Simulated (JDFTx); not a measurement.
# ZrB (Fm-3m) in JDFTx: reference runs

How does ZrB come out in PBEsol? The cell is run as given and disturbed.

Program: JDFTx 1.7.0 (patched build). These are calculated values, not measurements. Logs are shortened: lines on timing, memory, paths and dates and some standing lists are left out, and cuts for length are marked. The log counts tension as positive stress, the text compression.

### 1 The crystal as given

The structure is cubic, space group Fm-3m (No. 225). Conventional cell: a = 4.650 Å, b = 4.650 Å, c = 4.650 Å, α = 90.00°, β = 90.00°, γ = 90.00°. Zr (site symmetry m-3m) has 6 B at 2.33 Å as nearest neighbours. B (site symmetry m-3m) is surrounded by 6 Zr at 2.33 Å.

### 2 Single point, PBEsol

The input, ZrB.in:

```
lattice \
    0.0000000000     4.3936132398     4.3936132398 \
    4.3936132398     0.0000000000     4.3936132398 \
    4.3936132398     4.3936132398     0.0000000000
coords-type Lattice
ion Zr     0.0000000000     0.0000000000     0.0000000000 1
ion B      0.5000000000     0.5000000000     0.5000000000 1

ion-species pseudo/Zr.upf
ion-species pseudo/B.upf
elec-cutoff 38 304
elec-ex-corr gga-PBEsol
kpoint-folding 10 10 10
elec-smearing Fermi 0.0018374661
elec-n-bands 13
electronic-SCF nIterations 100 energyDiffThreshold 1e-09
electronic-minimize nIterations 30 energyDiffThreshold 1e-7
converge-empty-states yes
forces-output-coords Cartesian

dump-name run.$VAR
dump End Ecomponents EigStats BandEigs Kpoints Forces Stress
```

Potentials or basis: PseudoDojo-SR-PBEsol-0.4.1-standard with smoothed tails.

On the command line:

```sh
$ jdftx -c 1 -i ZrB.in -o ZrB.out
```

Output:

```text
*************** JDFTx 1.7.0 (patched build) ***************

Input parsed successfully to the following command list (including defaults):
[... the input with its defaults ...]

---------- Setting up symmetries ----------

Found 48 point-group symmetries of the bravais lattice
Found 48 space-group symmetries with basis
Applied RMS atom displacement 0 bohrs to make symmetries exact.

---------- Initializing the Grid ----------
R =
[            0      4.39361      4.39361  ]
[      4.39361            0      4.39361  ]
[      4.39361      4.39361            0  ]
unit cell volume = 169.627
G =
[  -0.715036   0.715036   0.715036  ]
[   0.715036  -0.715036   0.715036  ]
[   0.715036   0.715036  -0.715036  ]
Minimum fftbox size, Smin = [  52  52  52  ]
Chosen fftbox size, S = [  54  54  54  ]

---------- Initializing tighter grid for wavefunction operations ----------
R =
[            0      4.39361      4.39361  ]
[      4.39361            0      4.39361  ]
[      4.39361      4.39361            0  ]
unit cell volume = 169.627
G =
[  -0.715036   0.715036   0.715036  ]
[   0.715036  -0.715036   0.715036  ]
[   0.715036   0.715036  -0.715036  ]
Minimum fftbox size, Smin = [  36  36  36  ]
Chosen fftbox size, S = [  36  36  36  ]

---------- Exchange Correlation functional ----------
Initalized PBEsol GGA exchange.
Initalized PBEsol GGA correlation.

---------- Setting up pseudopotentials ----------
Width of ionic core gaussian charges (only for fluid interactions / plotting) set to 0

Reading pseudopotential file 'pseudo/Zr.upf':
  'Zr' pseudopotential, 'PBESOL' functional
  Generated using ONCVPSP code by D. R. Hamann
  12 valence electrons, 4 orbitals, 6 projectors, 1001 radial grid points, with lMax = 2
    4S    l: 0   occupation:  2.0   eigenvalue: -2.001217
    4P    l: 1   occupation:  6.0   eigenvalue: -1.191752
    4D    l: 2   occupation:  2.0   eigenvalue: -0.132729
    5S    l: 0   occupation:  2.0   eigenvalue: -0.164081
  Core radius for overlap checks: 1.48 bohrs.

Reading pseudopotential file 'pseudo/B.upf':
  'B' pseudopotential, 'PBESOL' functional
  Generated using ONCVPSP code by D. R. Hamann
  3 valence electrons, 2 orbitals, 4 projectors, 1001 radial grid points, with lMax = 1
    2S    l: 0   occupation:  2.0   eigenvalue: -0.344017
    2P    l: 1   occupation:  1.0   eigenvalue: -0.130657
  Core radius for overlap checks: 1.18 bohrs.

Initialized 2 species with 2 total atoms.

Folded 1 k-points by 10x10x10 to 1000 k-points.

---------- Setting up k-points, bands, fillings ----------
Reduced to 47 k-points under symmetry.
Computing the number of bands and number of electrons
Calculating initial fillings.
nElectrons:  15.000000   nBands: 13   nStates: 47

----- Setting up reduced wavefunction bases (one per k-point) -----
average nbasis = 1897.725 , ideal nbasis = 1897.863

---------- Setting up ewald sum ----------
Optimum gaussian width for ewald sums = 1.995503 bohr.
Real space sum over 1331 unit cells with max indices [  5  5  5  ]
Reciprocal space sum over 2197 terms with max indices [  6  6  6  ]

---------- Allocating electronic variables ----------
Initializing wave functions:  linear combination of atomic orbitals
Zr pseudo-atom occupations:   s ( 2 2 )  p ( 6 )  d ( 2 )
B pseudo-atom occupations:   s ( 2 )  p ( 1 )
	FillingsUpdate:  mu: +0.547720153  nElectrons: 15.000000
LCAOMinimize: Iter:   0  F: -50.1854543441235919  |grad|_K:  4.222e-03  alpha:  1.000e+00
	FillingsUpdate:  mu: +0.542863419  nElectrons: 15.000000
LCAOMinimize: Iter:   1  F: -50.2252303756199439  |grad|_K:  1.774e-04  alpha:  4.202e-01  linmin:  2.918e-01  cgtest: -8.482e-01
	FillingsUpdate:  mu: +0.542615651  nElectrons: 15.000000
[... 7 lines of inner loops ...]
	FillingsUpdate:  mu: +0.542866121  nElectrons: 15.000000
LCAOMinimize: Iter:   5  F: -50.2253108527702850  |grad|_K:  9.933e-09  alpha:  4.218e-01  linmin: -4.097e-03  cgtest:  4.712e-02
LCAOMinimize: Encountered beta<0, resetting CG.
LCAOMinimize: Converged (|Delta F|<1.000000e-06 for 2 iters).

-------- Electronic minimization -----------
Will mix electronic density at each iteration.
	FillingsUpdate:  mu: +0.542866121  nElectrons: 15.000000
	FillingsUpdate:  mu: +0.538159899  nElectrons: 15.000000
SCF: Cycle:  0   F: -50.257965565100264   dF: -3.265e-02   |Residual|: 2.778e-02   |deigs|: 1.742e-02
	FillingsUpdate:  mu: +0.536143080  nElectrons: 15.000000
SCF: Cycle:  1   F: -50.258508076830815   dF: -5.425e-04   |Residual|: 1.402e-02   |deigs|: 5.956e-03
	FillingsUpdate:  mu: +0.534342935  nElectrons: 15.000000
SCF: Cycle:  2   F: -50.258602204900754   dF: -9.413e-05   |Residual|: 2.426e-03   |deigs|: 4.006e-03
	FillingsUpdate:  mu: +0.534634730  nElectrons: 15.000000
SCF: Cycle:  3   F: -50.258603546077424   dF: -1.341e-06   |Residual|: 1.170e-03   |deigs|: 9.418e-04
	FillingsUpdate:  mu: +0.534478554  nElectrons: 15.000000
SCF: Cycle:  4   F: -50.258604324012332   dF: -7.779e-07   |Residual|: 1.225e-04   |deigs|: 3.300e-04
	FillingsUpdate:  mu: +0.534495569  nElectrons: 15.000000
SCF: Cycle:  5   F: -50.258604383775626   dF: -5.976e-08   |Residual|: 3.539e-05   |deigs|: 9.975e-05
	FillingsUpdate:  mu: +0.534495401  nElectrons: 15.000000
SCF: Cycle:  6   F: -50.258604399545987   dF: -1.577e-08   |Residual|: 1.826e-05   |deigs|: 1.278e-04
	FillingsUpdate:  mu: +0.534497172  nElectrons: 15.000000
SCF: Cycle:  7   F: -50.258604403739831   dF: -4.194e-09   |Residual|: 8.496e-06   |deigs|: 5.675e-05
	FillingsUpdate:  mu: +0.534496140  nElectrons: 15.000000
SCF: Cycle:  8   F: -50.258604405217064   dF: -1.477e-09   |Residual|: 4.840e-06   |deigs|: 6.589e-05
	FillingsUpdate:  mu: +0.534496427  nElectrons: 15.000000
SCF: Cycle:  9   F: -50.258604405570715   dF: -3.537e-10   |Residual|: 1.927e-06   |deigs|: 5.177e-05
	FillingsUpdate:  mu: +0.534496671  nElectrons: 15.000000
SCF: Cycle: 10   F: -50.258604405700979   dF: -1.303e-10   |Residual|: 5.070e-07   |deigs|: 6.233e-05
SCF: Converged (|Delta E|<1.000000e-09 for 2 iters).

Setting wave functions to eigenvectors of Hamiltonian
Converging empty states (this may take a while): |deigs|: 7.900e-04

# Stress tensor in Cartesian coordinates [Eh/a0^3]:
[ -0.000997042            0            0  ]
[            0 -0.000997042            0  ]
[            0            0 -0.000997042  ]

# Ionic positions in lattice coordinates:
ion Zr   0.000000000000000   0.000000000000000   0.000000000000000 1
ion B   0.500000000000000   0.500000000000000   0.500000000000000 1

# Forces in Cartesian coordinates:
force Zr  -0.000000000000000  -0.000000000000000   0.000000000000000 1
force B  -0.000000000000000   0.000000000000000  -0.000000000000000 1

# Energy components:
   Eewald =      -44.3794561833085766
       EH =        6.2347843956462441
     Eloc =      -26.1555184115333077
      Enl =        5.4044532923084443
      Exc =      -11.2759175156825542
 Exc_core =        3.2937114342747096
       KE =       16.6196365887863706
-------------------------------------
     Etot =      -50.2583063995086619
       TS =        0.0002980061923165
-------------------------------------
        F =      -50.2586044057009786

IonicMinimize: Iter:   0  F: -50.258604405700979  |grad|_K:       -nan
IonicMinimize: None of the convergence criteria satisfied after 0 iterations.

#--- Lowdin population analysis ---
# oxidation-state Zr +0.548
# oxidation-state B -0.524

Dumping 'run.eigStats' ...
	eMin: -1.180371 at state 0 ( [ +0.000000 +0.000000 +0.000000 ] spin 0 )
	HOMO: +0.532321 at state 13 ( [ +0.000000 +0.100000 -0.200000 ] spin 0 )
	mu  : +0.534497
	LUMO: +0.535601 at state 36 ( [ +0.100000 +0.300000 +0.500000 ] spin 0 )
	eMax: +1.028537 at state 5 ( [ +0.000000 +0.000000 +0.500000 ] spin 0 )
	HOMO-LUMO gap: +0.003279
	Optical gap  : +0.019313 at state 31 ( [ +0.100000 +0.200000 +0.300000 ] spin 0 )
Done!
```

It took 64 s on 1 thread of AMD EPYC 7R43 (Zen 3), shared host; peak memory 0.1 GiB.

What came out:

```
Free energy            : -1367.6063 eV
Pressure               : 29.3 GPa
Band gap on the k mesh : none (metal or under the smearing width)
Loewdin charges        : Zr +0.55; B -0.52 e
```

Caveat: a pressure of tens of GPa on the cell as given is suspect, and the run, the potentials or the cell itself is likely at fault.

### 3 Single point, PBEsol (atoms moved at random, drawn with an rms of 0.05 Å)

Edit ZrB.in of step 2 so:

```diff
@@ -5,4 +5,4 @@
 coords-type Lattice
-ion Zr     0.0000000000     0.0000000000     0.0000000000 1
-ion B      0.5000000000     0.5000000000     0.5000000000 1
+ion Zr    -0.0015920000     0.0098860000     0.0041700000 1
+ion B      0.5024290000     0.4913190000     0.5152160000 1
```

Potentials or basis: PseudoDojo-SR-PBEsol-0.4.1-standard with smoothed tails.

On the command line:

```sh
$ jdftx -c 1 -i ZrB.in -o ZrB.out
```

Output:

```text
*************** JDFTx 1.7.0 (patched build) ***************

Input parsed successfully to the following command list (including defaults):
[... the input with its defaults ...]

---------- Setting up symmetries ----------

Found 48 point-group symmetries of the bravais lattice
Found 1 space-group symmetries with basis
Applied RMS atom displacement 0 bohrs to make symmetries exact.

---------- Initializing the Grid ----------
R =
[            0      4.39361      4.39361  ]
[      4.39361            0      4.39361  ]
[      4.39361      4.39361            0  ]
unit cell volume = 169.627
G =
[  -0.715036   0.715036   0.715036  ]
[   0.715036  -0.715036   0.715036  ]
[   0.715036   0.715036  -0.715036  ]
Minimum fftbox size, Smin = [  52  52  52  ]
Chosen fftbox size, S = [  54  54  54  ]

---------- Initializing tighter grid for wavefunction operations ----------
R =
[            0      4.39361      4.39361  ]
[      4.39361            0      4.39361  ]
[      4.39361      4.39361            0  ]
unit cell volume = 169.627
G =
[  -0.715036   0.715036   0.715036  ]
[   0.715036  -0.715036   0.715036  ]
[   0.715036   0.715036  -0.715036  ]
Minimum fftbox size, Smin = [  36  36  36  ]
Chosen fftbox size, S = [  36  36  36  ]

---------- Exchange Correlation functional ----------
Initalized PBEsol GGA exchange.
Initalized PBEsol GGA correlation.

---------- Setting up pseudopotentials ----------
[... 67 lines left out ...]
	FillingsUpdate:  mu: +0.534668133  nElectrons: 15.000000
SCF: Cycle:  5   F: -50.258125031091481   dF: -8.798e-08   |Residual|: 3.134e-05   |deigs|: 1.443e-04
	FillingsUpdate:  mu: +0.534669149  nElectrons: 15.000000
SCF: Cycle:  6   F: -50.258125049340826   dF: -1.825e-08   |Residual|: 1.857e-05   |deigs|: 1.218e-04
	FillingsUpdate:  mu: +0.534669850  nElectrons: 15.000000
SCF: Cycle:  7   F: -50.258125054300599   dF: -4.960e-09   |Residual|: 9.399e-06   |deigs|: 1.809e-04
	FillingsUpdate:  mu: +0.534668774  nElectrons: 15.000000
SCF: Cycle:  8   F: -50.258125055668849   dF: -1.368e-09   |Residual|: 4.209e-06   |deigs|: 1.224e-04
	FillingsUpdate:  mu: +0.534669007  nElectrons: 15.000000
SCF: Cycle:  9   F: -50.258125056018557   dF: -3.497e-10   |Residual|: 1.670e-06   |deigs|: 7.686e-05
	FillingsUpdate:  mu: +0.534669150  nElectrons: 15.000000
SCF: Cycle: 10   F: -50.258125056122516   dF: -1.040e-10   |Residual|: 4.637e-07   |deigs|: 5.518e-05
SCF: Converged (|Delta E|<1.000000e-09 for 2 iters).

Setting wave functions to eigenvectors of Hamiltonian
Converging empty states (this may take a while): |deigs|: 6.602e-04

# Stress tensor in Cartesian coordinates [Eh/a0^3]:
[ -0.000996905 -2.37137e-06  2.28062e-06  ]
[ -2.37137e-06  -0.00100554  -4.5573e-06  ]
[  2.28062e-06  -4.5573e-06  -0.00100478  ]

# Ionic positions in lattice coordinates:
ion Zr  -0.001592000000000   0.009886000000000   0.004170000000000 1
ion B   0.502429000000000   0.491319000000000   0.515216000000000 1

# Forces in Cartesian coordinates:
force Zr  -0.003320832101454   0.006676604725419  -0.006443575656647 1
force B   0.003321229193060  -0.006676322969982   0.006443530949808 1

# Energy components:
   Eewald =      -44.3752107036433472
       EH =        6.2381530198546988
     Eloc =      -26.1642832229580691
      Enl =        5.4043053556906102
      Exc =      -11.2764131268480803
 Exc_core =        3.2937114337657141
       KE =       16.6218930154777702
-------------------------------------
     Etot =      -50.2578442286607157
       TS =        0.0002808274617984
-------------------------------------
        F =      -50.2581250561225161

IonicMinimize: Iter:   0  F: -50.258125056122516  |grad|_K:  5.690e-03
IonicMinimize: None of the convergence criteria satisfied after 0 iterations.

#--- Lowdin population analysis ---
# oxidation-state Zr +0.548
# oxidation-state B -0.524

Dumping 'run.eigStats' ...
	eMin: -1.180412 at state 0 ( [ +0.000000 +0.000000 +0.000000 ] spin 0 )
	HOMO: +0.533238 at state 184 ( [ +0.200000 +0.300000 +0.200000 ] spin 0 )
	mu  : +0.534669
	LUMO: +0.535459 at state 201 ( [ +0.200000 +0.400000 -0.100000 ] spin 0 )
	eMax: +1.028639 at state 46 ( [ +0.000000 +0.500000 +0.000000 ] spin 0 )
	HOMO-LUMO gap: +0.002221
	Optical gap  : +0.019673 at state 144 ( [ +0.100000 -0.100000 +0.200000 ] spin 0 )
Done!
```

It took 12 min on 1 thread of AMD EPYC 7R43 (Zen 3), shared host; peak memory 0.63 GiB.

Results:

* Free energy: -1367.5933 eV
* Pressure: 29.5 GPa
* Largest force: 0.507 eV/Å
* Band gap on the k mesh: none (metal or under the smearing width)
* Loewdin charges: Zr +0.55; B -0.52 e

Forces in eV/Å, atoms in the order of the input:
```
Zr  -0.171  0.343 -0.331
B    0.171 -0.343  0.331
```

Levels at points of the mesh, in eV from the Fermi level:
```csv
k point,band 5,band 6,band 7,band 8,band 9,band 10,band 11
"(0.00, 0.00, 0.00)",-8.32,1.84,1.86,1.89,3.44,3.55,3.94
"(0.00, 0.00, 0.50)",-4.22,-3.54,-1.41,-1.41,5.76,5.76,7.37
"(0.00, 0.50, 0.00)",-4.23,-3.53,-1.42,-1.42,5.76,5.77,7.37
"(0.00, 0.50, 0.50)",-6.46,-1.18,-0.29,2.56,2.61,5.51,6.93
"(0.50, 0.00, 0.00)",-4.22,-3.55,-1.41,-1.40,5.76,5.76,7.36
"(0.50, 0.00, 0.50)",-6.46,-1.17,-0.29,2.57,2.60,5.51,6.93
"(0.50, 0.50, 0.00)",-6.46,-1.17,-0.29,2.57,2.60,5.51,6.93
"(0.50, 0.50, 0.50)",-4.22,-3.55,-1.41,-1.40,5.76,5.76,7.36
```
